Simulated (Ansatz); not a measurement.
# CH₂BBrSi (SMILES C#[Si]BBr): one structure at several levels

The atoms stand at a structure displaced at random from a GFN2-xTB minimum. How far do the functionals agree with CCSD(T) there?

Method: single points in def2-TZVPP; program: Ansatz 0.2.0, Gaussian basis.

Correlated methods freeze the cores. Filled d shells of the heavier atoms are correlated. B3LYP uses VWN-RPA correlation.

## 1. Starting geometry

SMILES `C#[Si]BBr`, 6 atoms, charge 0, spin multiplicity 1.

Atoms are counted from 1 here; the program's logs count them from 0.

Bond lengths: C1–Si2 1.713 Å, C1–H5 1.066 Å, Si2–B3 1.913 Å, B3–Br4 1.909 Å, B3–H6 1.210 Å. Angles: Si2–C1–H5 126.0°, C1–Si2–B3 164.5°, Si2–B3–Br4 122.3°, Si2–B3–H6 122.3°, Br4–B3–H6 115.4°.

As a file:

```
C    -0.52210    1.75240   -1.31740
Si   -0.16000    0.37560   -0.36510
B     0.54150   -0.82280    0.95120
Br   -0.03880   -2.63630    1.09100
H    -1.21630    1.79040   -2.12560
H     1.38190   -0.48380    1.75280
```

## 2. CCSD(T)/def2-TZVPP

The input, run/in.yaml:

```yaml
crystal:
  periodic: [false, false, false]
  atoms:
    - {symbol: C, position_ang: [-0.522100, 1.752400, -1.317400]}
    - {symbol: Si, position_ang: [-0.160000, 0.375600, -0.365100]}
    - {symbol: B, position_ang: [0.541500, -0.822800, 0.951200]}
    - {symbol: Br, position_ang: [-0.038800, -2.636300, 1.091000]}
    - {symbol: H, position_ang: [-1.216300, 1.790400, -2.125600]}
    - {symbol: H, position_ang: [1.381900, -0.483800, 1.752800]}
basis:
  gaussian: {orbitals: def2-TZVPP}
correlation: {method: ccsd_t}
output: {forces: true}
```

The command line of these runs was not kept.

## 3. PBE0-D4/def2-TZVPP

Edit run/in.yaml of step 2 so:

```diff
@@ -11,3 +11,3 @@
   gaussian: {orbitals: def2-TZVPP}
-correlation: {method: ccsd_t}
-output: {forces: true}
+hamiltonian: {xc: pbe0, dispersion: d4}
+output: {forces: true, orbitals: {seedname: orbitals}}
```

## 4. wB97M-V/def2-TZVPP

Edit run/in.yaml of step 3 so:

```diff
@@ -11,3 +11,3 @@
   gaussian: {orbitals: def2-TZVPP}
-hamiltonian: {xc: pbe0, dispersion: d4}
-output: {forces: true, orbitals: {seedname: orbitals}}
+hamiltonian: {xc: {name: wB97M-V}}
+output: {forces: true}
```

## 5. r2SCAN-D4/def2-TZVPP

Edit run/in.yaml of step 4 so:

```diff
@@ -11,3 +11,3 @@
   gaussian: {orbitals: def2-TZVPP}
-hamiltonian: {xc: {name: wB97M-V}}
+hamiltonian: {xc: r2scan, dispersion: d4}
 output: {forces: true}
```

## 6. PBE-D4/def2-TZVPP

Edit run/in.yaml of step 5 so:

```diff
@@ -11,3 +11,3 @@
   gaussian: {orbitals: def2-TZVPP}
-hamiltonian: {xc: r2scan, dispersion: d4}
+hamiltonian: {xc: pbe, dispersion: d4}
 output: {forces: true}
```

## 7. B3LYP-D4/def2-TZVPP

Edit run/in.yaml of step 6 so:

```diff
@@ -11,3 +11,3 @@
   gaussian: {orbitals: def2-TZVPP}
-hamiltonian: {xc: pbe, dispersion: d4}
+hamiltonian: {xc: {name: B3LYP}, dispersion: d4}
 output: {forces: true}
```

## 8. BHLYP-D4/def2-TZVPP

Edit run/in.yaml of step 7 so:

```diff
@@ -11,3 +11,3 @@
   gaussian: {orbitals: def2-TZVPP}
-hamiltonian: {xc: {name: B3LYP}, dispersion: d4}
+hamiltonian: {xc: {name: BHLYP}, dispersion: d4}
 output: {forces: true}
```

(Steps that only read results are left out.)

Q: Predict the outcome of this session. Wanted: energy less free atoms, CCSD(T)/def2-TZVPP; RMS force component; RMS force error; HOMO and LUMO, PBE0-D4; T1 diagnostic.

The runs gave:

```
                                  quantity                                                                                             value
energy less free atoms, CCSD(T)/def2-TZVPP                                                                                    -1808.1 kJ/mol
                       RMS force component                                                              0.870 to 1.196 eV/Å over the methods
                           RMS force error  PBE0-D4 0.278, wB97M-V 0.418, r2SCAN-D4 0.191, PBE-D4 0.181, B3LYP-D4 0.224, BHLYP-D4 0.407 eV/Å
                    HOMO and LUMO, PBE0-D4                                                                                -6.91 and -3.57 eV
                             T1 diagnostic                                                                                             0.032
```

In words: Against CCSD(T) the functionals' energies less atoms differ by -137.7 to +58.0 kJ/mol, PBE-D4 by -137.7 kJ/mol. CCSD(T) in triple zeta still lacks some correlation energy of the bonds, so part of these gaps is its own basis error and they don't rank the functionals. The forces of PBE-D4 come nearest to CCSD(T), those of wB97M-V are farthest. The T1 diagnostic is large here, over the usual mark for main-group molecules (transition-metal compounds often pass it harmlessly), so CCSD(T) itself may be off. The restricted Hartree–Fock reference is unstable towards an unrestricted one at one or more of these structures.
